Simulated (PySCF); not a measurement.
# C₄H₁₂OSi: NMR shifts at several levels of theory

Aim: compute the NMR shifts of C₄H₁₂OSi (`CCC[SiH2]OC`) at several levels, and see how far they spread and what each costs.

The runs use PySCF 2.14.0, with density-fitted response routines of our own; the level of theory stands in each step. All values are computed, except where a source is named. Atoms count from 0, in the outputs and in this text.

## Step 1: The molecule as given

18 atoms, charge 0, multiplicity 1; geometry from: GFN2-xTB.

Bonds of the start (Å): C0–C1 1.52, C1–C2 1.53, C2–Si3 1.89, Si3–O4 1.62, O4–C5 1.39, C0–H6 1.09, C0–H7 1.09, C0–H8 1.09, C1–H9 1.09, C1–H10 1.09, C2–H11 1.09, C2–H12 1.09, Si3–H13 1.47, Si3–H14 1.47, C5–H15 1.09, C5–H16 1.09, C5–H17 1.09.

## Step 2: Geometry optimisation at PBE0-D3(BJ)/def2-SVP

What the job is given:

```
{"job": {"xc": "PBE0", "basis": "def2-SVP", "d3": "d3bj", "grid": 1, "kind": "geom"}, "charge": 0, "multiplicity": 1}
C     -2.917401     0.053802     0.199342
C     -1.466565     0.419846    -0.091255
C     -0.663545    -0.784840    -0.574591
Si     1.149069    -0.393688    -0.952524
O      1.732327     0.090857     0.482301
C      3.027406     0.509790     0.783557
H     -3.477215     0.925281     0.532658
H     -2.970589    -0.706330     0.976209
H     -3.395122    -0.340597    -0.695650
H     -1.438623     1.202954    -0.852180
H     -1.003857     0.819629     0.812622
H     -0.729470    -1.574625     0.175389
H     -1.125280    -1.180785    -1.480089
H      1.283113     0.670096    -1.957534
H      1.872856    -1.573666    -1.444940
H      3.291669     1.400626     0.208752
H      3.068951     0.742886     1.848172
H      3.753518    -0.274917     0.558124
```

Output:

```text
step   0  E = -523.73872699  max force = 0.026445
step   1  E = -523.74270589  max force = 0.005038
step   2  E = -523.74295967  max force = 0.001920
step   3  E = -523.74298158  max force = 0.000680
step   4  E = -523.74298946  max force = 0.000528
step   5  E = -523.74299900  max force = 0.000698
step   6  E = -523.74300614  max force = 0.000405
optimisation converged
```

It took 59 s on 1 thread, shared host.

Along the way:

| step | energy from step 0 (eV) | largest force component (eV/Å) |
| --- | --- | --- |
| 0 | 0.0000 | 1.3599 |
| 1 | -0.1083 | 0.2591 |
| 2 | -0.1152 | 0.0987 |
| 3 | -0.1158 | 0.0350 |
| 4 | -0.1160 | 0.0272 |
| 5 | -0.1162 | 0.0359 |
| 6 | -0.1164 | 0.0208 |

Close pairs (by a distance rule), those that changed most:

| bond | before (Å) | after (Å) | change (Å) |
| --- | --- | --- | --- |
| Si3–O4 | 1.623 | 1.670 | +0.047 |
| Si3–H13 | 1.470 | 1.501 | +0.032 |
| Si3–H14 | 1.469 | 1.500 | +0.031 |
| C2–Si3 | 1.892 | 1.868 | -0.024 |
| C2–H12 | 1.091 | 1.106 | +0.015 |
| C5–H15 | 1.093 | 1.106 | +0.014 |
| C0–H7 | 1.088 | 1.102 | +0.014 |
| C5–H17 | 1.093 | 1.106 | +0.014 |

The next job starts from the end point, and lists it.

| at the end point | value |
| --- | --- |
| point group (found at 0.08 Å tolerance) | C1 |
| rotational constants (GHz, main isotopes) | 6.234, 1.208, 1.076 |
| dipole moment (D) | 0.32 |

## Step 3: Shielding tensors: PBE0/cc-pVDZ

What the job is given:

```
{"job": {"kind": "nmr", "xc": "PBE0", "basis": "cc-pVDZ", "pop": true}, "charge": 0, "multiplicity": 1}
C     -2.862075     0.125622    -0.073861
C     -1.398914     0.458765    -0.322329
C     -0.584483    -0.731214    -0.829203
Si     1.228836    -0.361851    -1.084726
O      1.821278     0.137477     0.394185
C      3.133552     0.567029     0.612225
H     -3.421746     1.001996     0.288154
H     -2.964770    -0.671072     0.680520
H     -3.353224    -0.228096    -0.994879
H     -1.327949     1.287393    -1.049030
H     -0.939852     0.837150     0.606504
H     -0.651088    -1.573535    -0.117304
H     -0.995956    -1.108305    -1.783649
H      1.434603     0.724851    -2.100045
H      1.972105    -1.575437    -1.558809
H      3.389371     1.452413    -0.000088
H      3.246555     0.845872     1.671383
H      3.874409    -0.224097     0.390157
```

Method: GIAO PBE0/cc-pVDZ NMR shielding, non-relativistic, gas phase.

Output:

```text
coarse grid: 14496 points
cycle   1  E = -523.8842329160  dE =  3.595e-01  |g| = 6.831e-01  |ddm| = 7.192e+00
cycle   2  E = -523.7430403932  dE =  1.412e-01  |g| = 1.081e+00  |ddm| = 2.435e+00
cycle   3  E = -523.9816635521  dE = -2.386e-01  |g| = 9.419e-02  |ddm| = 1.440e+00
cycle   4  E = -523.9832332311  dE = -1.570e-03  |g| = 4.181e-02  |ddm| = 1.996e-01
cycle   5  E = -523.9836751649  dE = -4.419e-04  |g| = 5.624e-03  |ddm| = 7.524e-02
cycle   6  E = -523.9836829031  dE = -7.738e-06  |g| = 1.913e-03  |ddm| = 1.101e-02
final grid: 132432 points
cycle   7  E = -523.9946400831  dE = -1.457e-05  |g| = 9.925e-03  |ddm| = 5.257e-02
cycle   8  E = -523.9946239905  dE =  1.609e-05  |g| = 1.317e-02  |ddm| = 3.492e-02
cycle   9  E = -523.9946636180  dE = -3.963e-05  |g| = 1.190e-03  |ddm| = 1.944e-02
cycle  10  E = -523.9946639209  dE = -3.029e-07  |g| = 1.509e-04  |ddm| = 1.862e-03
cycle  11  E = -523.9946639253  dE = -4.494e-09  |g| = 5.609e-05  |ddm| = 3.035e-04
cycle  12  E = -523.9946639261  dE = -7.637e-10  |g| = 1.407e-05  |ddm| = 1.140e-04
converged SCF energy = -523.9946639261

GIAO shielding tensors (ppm)
atom      isotropic    diamagn.    paramagn.     s11        s22        s33       span
  0 C      176.392     243.216     -66.824    163.168    169.587    196.420     33.252
  1 C      175.203     245.829     -70.625    165.113    176.256    184.241     19.128
  2 C      178.186     245.389     -67.202    165.102    176.197    193.260     28.159
  3 Si     426.856     885.670    -458.814    373.858    416.129    490.582    116.725
  4 O      339.100     390.882     -51.783    304.781    348.636    363.882     59.102
  5 C      145.061     237.844     -92.783    118.048    121.042    196.092     78.044
  6 H       30.086      27.474       2.612     25.672     27.484     37.102     11.430
  7 H       30.445      29.487       0.959     26.723     28.685     35.928      9.205
  8 H       30.447      27.938       2.509     26.801     28.559     35.981      9.179
  9 H       30.026      31.818      -1.793     24.712     30.105     35.260     10.547
 10 H       29.648      33.754      -4.106     23.439     30.936     34.568     11.129
 11 H       30.397      32.320      -1.923     26.624     29.539     35.027      8.403
 12 H       30.993      30.537       0.456     26.889     29.576     36.513      9.624
 13 H       26.566      31.403      -4.837     23.530     25.032     31.137      7.607
 14 H       26.476      30.541      -4.064     23.147     24.738     31.544      8.397
 15 H       27.906      27.765       0.142     23.977     25.581     34.161     10.185
 16 H       27.661      28.158      -0.497     23.463     25.439     34.082     10.619
 17 H       27.867      26.771       1.096     23.937     25.388     34.278     10.341
```

Run time: 19 s. Hardware: 1 thread, shared host.

The references, computed at this level on geometries of the same kind, shield at (ppm): 1H TMS 31.29, 13C TMS 196.8, 29Si TMS 418.6, 17O H2O 343.3. Their shielding less the atom's gives the shift. The references are single molecules in the gas phase, so shifts against H2O, NH3, PH3, H3PO4 or CFCl3 are not on the usual liquid scales and can be off by tens of ppm. Atoms listed in one row are averaged.

| atoms | environment | σ (ppm) | δ (ppm) |
| --- | --- | --- | --- |
| C5 | methyl carbon bonded to O | 145.1 | 51.7 |
| C1 | sp3 CH2 | 175.2 | 21.6 |
| C0 | methyl carbon | 176.4 | 20.4 |
| C2 | sp3 CH2 bonded to Si | 178.2 | 18.6 |
| H13, H14 | hydrogen on a silicon bonded to C, O | 26.52 | 4.77 |
| H15, H16, H17 | hydrogen on a methyl carbon bonded to O | 27.81 | 3.48 |
| H9, H10 | hydrogen on an sp3 CH2 | 29.84 | 1.45 |
| H6, H7, H8 | hydrogen on a methyl carbon | 30.33 | 0.96 |
| H11, H12 | hydrogen on an sp3 CH2 bonded to Si | 30.69 | 0.60 |
| Si3 | silicon bonded to C, O, 2 H | 426.9 | -8.2 |
| O4 | oxygen bonded to C, Si | 339.1 | 4.2 |

The run also stored atomic charges by several schemes (e):

| atoms | Mulliken | IAO | Hirshfeld | ESP fit |
| --- | --- | --- | --- | --- |
| C0 | -0.07 | -0.41 | -0.11 | -0.41 |
| C1 | -0.12 | -0.23 | -0.06 | 0.33 |
| C2 | -0.20 | -0.54 | -0.15 | -0.41 |
| Si3 | 0.48 | 0.96 | 0.38 | 0.44 |
| O4 | -0.44 | -0.62 | -0.22 | -0.27 |
| C5 | 0.08 | -0.19 | -0.03 | -0.23 |

Mayer bond orders: C0–C1 1.10, C1–C2 1.06, C2–Si3 1.04, Si3–O4 1.10, O4–C5 1.02.

## Step 4: Shielding tensors: PBE0/aug-cc-pVDZ

Same as in step 3 but for these lines:

```diff
@@ -1,2 +1,2 @@
-{"job": {"kind": "nmr", "xc": "PBE0", "basis": "cc-pVDZ", "pop": true}, "charge": 0, "multiplicity": 1}
+{"job": {"kind": "nmr", "xc": "PBE0", "basis": "aug-cc-pVDZ", "pop": true}, "charge": 0, "multiplicity": 1}
 C     -2.862075     0.125622    -0.073861
```

Method: GIAO PBE0/aug-cc-pVDZ NMR shielding, non-relativistic, gas phase.

Output:

```text
coarse grid: 14496 points
cycle   1  E = -523.9017213457  dE =  3.432e-01  |g| = 6.855e-01  |ddm| = 9.594e+00
cycle   2  E = -523.7398705889  dE =  1.619e-01  |g| = 1.124e+00  |ddm| = 2.750e+00
cycle   3  E = -523.9997102185  dE = -2.598e-01  |g| = 1.049e-01  |ddm| = 1.651e+00
cycle   4  E = -524.0016918605  dE = -1.982e-03  |g| = 4.455e-02  |ddm| = 2.714e-01
cycle   5  E = -524.0021934434  dE = -5.016e-04  |g| = 6.359e-03  |ddm| = 1.042e-01
cycle   6  E = -524.0022034121  dE = -9.969e-06  |g| = 2.165e-03  |ddm| = 1.689e-02
final grid: 132432 points
cycle   7  E = -524.0132692138  dE = -2.210e-05  |g| = 1.006e-02  |ddm| = 2.200e-01
cycle   8  E = -524.0132509984  dE =  1.822e-05  |g| = 1.362e-02  |ddm| = 4.925e-02
cycle   9  E = -524.0132931976  dE = -4.220e-05  |g| = 1.309e-03  |ddm| = 2.470e-02
cycle  10  E = -524.0132935647  dE = -3.671e-07  |g| = 1.793e-04  |ddm| = 2.268e-03
cycle  11  E = -524.0132935710  dE = -6.276e-09  |g| = 7.122e-05  |ddm| = 5.194e-04
cycle  12  E = -524.0132935722  dE = -1.247e-09  |g| = 1.706e-05  |ddm| = 1.949e-04
cycle  13  E = -524.0132935723  dE = -6.958e-11  |g| = 3.466e-06  |ddm| = 4.815e-05
converged SCF energy = -524.0132935723

GIAO shielding tensors (ppm)
atom      isotropic    diamagn.    paramagn.     s11        s22        s33       span
  0 C      175.937     203.881     -27.944    163.436    168.270    196.106     32.670
  1 C      173.757     196.716     -22.960    164.434    174.661    182.174     17.740
  2 C      177.119     199.860     -22.741    163.402    175.847    192.107     28.704
  3 Si     417.907     883.892    -465.986    360.408    407.462    485.849    125.441
  4 O      337.823     372.793     -34.971    307.569    345.271    360.628     53.059
  5 C      143.389     192.732     -49.343    116.123    117.403    196.640     80.517
  6 H       30.069      27.386       2.682     25.643     27.480     37.084     11.441
  7 H       30.480      26.262       4.218     26.801     28.721     35.917      9.116
  8 H       30.468      26.373       4.095     26.877     28.533     35.994      9.117
  9 H       30.010      27.119       2.891     24.769     30.089     35.172     10.403
 10 H       29.653      23.628       6.025     23.597     30.864     34.498     10.900
 11 H       30.369      23.487       6.883     26.680     29.528     34.899      8.218
 12 H       30.902      29.173       1.729     26.795     29.501     36.412      9.617
 13 H       26.444      25.656       0.788     23.495     24.968     30.870      7.375
 14 H       26.349      24.293       2.056     23.080     24.699     31.268      8.189
 15 H       27.837      26.211       1.626     23.969     25.435     34.108     10.139
 16 H       27.652      30.828      -3.176     23.486     25.494     33.976     10.491
 17 H       27.806      27.420       0.386     23.930     25.271     34.216     10.286
```

It took 46 s on 1 thread, shared host.

Key values: δ C5 51.7, C1 21.4, C0 19.2, C2 18.0, H13 5.00, H15 3.63 ppm (means over like atoms).

## Step 5: Shielding tensors: PBE0/pcSseg-0

Same as in step 4 but for these lines:

```diff
@@ -1,2 +1,2 @@
-{"job": {"kind": "nmr", "xc": "PBE0", "basis": "aug-cc-pVDZ", "pop": true}, "charge": 0, "multiplicity": 1}
+{"job": {"kind": "nmr", "xc": "PBE0", "basis": "pcSseg-0", "pop": true}, "charge": 0, "multiplicity": 1}
 C     -2.862075     0.125622    -0.073861
```

Level: GIAO PBE0/pcSseg-0 NMR shielding, non-relativistic, gas phase.

Output:

```text
coarse grid: 14496 points
cycle   1  E = -523.0227168778  dE =  2.718e-01  |g| = 6.430e-01  |ddm| = 3.831e+00
cycle   2  E = -522.8984754702  dE =  1.242e-01  |g| = 1.027e+00  |ddm| = 2.040e+00
cycle   3  E = -523.1060317164  dE = -2.076e-01  |g| = 8.122e-02  |ddm| = 1.400e+00
cycle   4  E = -523.1072387227  dE = -1.207e-03  |g| = 3.687e-02  |ddm| = 1.320e-01
cycle   5  E = -523.1075762531  dE = -3.375e-04  |g| = 3.943e-03  |ddm| = 4.247e-02
cycle   6  E = -523.1075806203  dE = -4.367e-06  |g| = 1.147e-03  |ddm| = 7.998e-03
final grid: 132432 points
cycle   7  E = -523.1044824362  dE = -1.836e-05  |g| = 6.136e-03  |ddm| = 2.271e-02
cycle   8  E = -523.1044782187  dE =  4.218e-06  |g| = 7.656e-03  |ddm| = 1.392e-02
cycle   9  E = -523.1044912798  dE = -1.306e-05  |g| = 7.322e-04  |ddm| = 7.857e-03
cycle  10  E = -523.1044913861  dE = -1.063e-07  |g| = 9.602e-05  |ddm| = 9.297e-04
cycle  11  E = -523.1044913880  dE = -1.913e-09  |g| = 4.094e-05  |ddm| = 1.825e-04
cycle  12  E = -523.1044913884  dE = -4.068e-10  |g| = 8.947e-06  |ddm| = 5.076e-05
converged SCF energy = -523.1044913884

GIAO shielding tensors (ppm)
atom      isotropic    diamagn.    paramagn.     s11        s22        s33       span
  0 C      172.121     244.048     -71.927    157.552    165.125    193.686     36.134
  1 C      174.849     246.123     -71.274    163.215    175.811    185.521     22.305
  2 C      178.486     256.631     -78.146    164.914    176.779    193.764     28.850
  3 Si     370.142     879.389    -509.248    298.807    346.031    465.586    166.778
  4 O      361.274     404.347     -43.073    285.233    392.054    406.536    121.303
  5 C      135.543     237.332    -101.789    106.032    111.007    189.591     83.560
  6 H       31.542      28.546       2.997     26.688     28.748     39.191     12.503
  7 H       31.754      28.436       3.318     27.608     30.058     37.597      9.989
  8 H       31.751      29.369       2.383     27.756     29.829     37.669      9.913
  9 H       31.748      32.335      -0.588     25.874     32.070     37.298     11.424
 10 H       31.234      30.396       0.838     24.261     32.916     36.525     12.264
 11 H       32.054      32.942      -0.888     27.642     31.234     37.286      9.644
 12 H       32.799      34.208      -1.409     27.983     31.363     39.052     11.069
 13 H       27.572      29.682      -2.110     24.335     25.708     32.672      8.338
 14 H       27.499      29.586      -2.086     23.730     25.431     33.337      9.607
 15 H       29.329      26.594       2.735     25.045     26.813     36.128     11.084
 16 H       28.530      26.628       1.903     23.582     26.354     35.655     12.073
 17 H       29.286      26.382       2.904     24.987     26.610     36.259     11.272
```

Run time: 8.2 s. Hardware: 1 thread, shared host.

In short: δ C5 58.0, C0 21.4, C1 18.7, C2 15.0, H13 5.30, H15 3.78 ppm (means over like atoms).

## Step 6: Side by side: NMR shifts

Shifts (ppm) of some atoms, chosen among heavy atoms and hydrogens apart, means over like atoms, with basis size and wall time:

| run | C5 | C1 | C2 | H13 | H11 | Si3 | O4 | functions | time |
| --- | --- | --- | --- | --- | --- | --- | --- | --- | --- |
| PBE0/cc-pVDZ | 51.7 | 21.6 | 18.6 | 4.77 | 0.60 | -8.2 | 4.2 | 148 | 19 s |
| PBE0/aug-cc-pVDZ | 51.7 | 21.4 | 18.0 | 5.00 | 0.76 | -1.2 | -1.9 | 250 | 46 s |
| PBE0/pcSseg-0 | 58.0 | 18.7 | 15.0 | 5.30 | 0.41 | -21.6 | -23.4 | 82 | 8.2 s |

## Step 7: What came out

| quantity | value |
| --- | --- |
| point group | C1 |
| rotational constants (main isotopes) | 6.23, 1.21, 1.08 GHz |
| 13C shifts against TMS (PBE0/cc-pVDZ) | 51.7, 21.6, 20.4, 18.6 ppm |
| 1H shifts against TMS (PBE0/cc-pVDZ, means over atoms taken as alike) | 4.77, 3.48, 1.45, 0.96, 0.60 ppm |
| 29Si shifts against TMS (PBE0/cc-pVDZ) | -8.2 ppm |
| 17O shifts against H2O (PBE0/cc-pVDZ) | 4.2 ppm |
| range of the shift of O4 | -23.4 to 4.2 ppm |

What this shows: Single values in the summary come from the first run of each kind that ended normally (PBE0/cc-pVDZ), which need not be the best level. Over 6 steps the energy fell by 0.116 eV; of the close pairs, Si3–O4 changed most, 1.623 to 1.670 Å. At PBE0/cc-pVDZ: The widest tensor belongs to Si3: span 117 ppm, with a paramagnetic part of -459 ppm. In ppm, O4 moves most: its shift spreads over 27.7 ppm, from -23.4 (PBE0/pcSseg-0) to 4.2 (PBE0/cc-pVDZ).
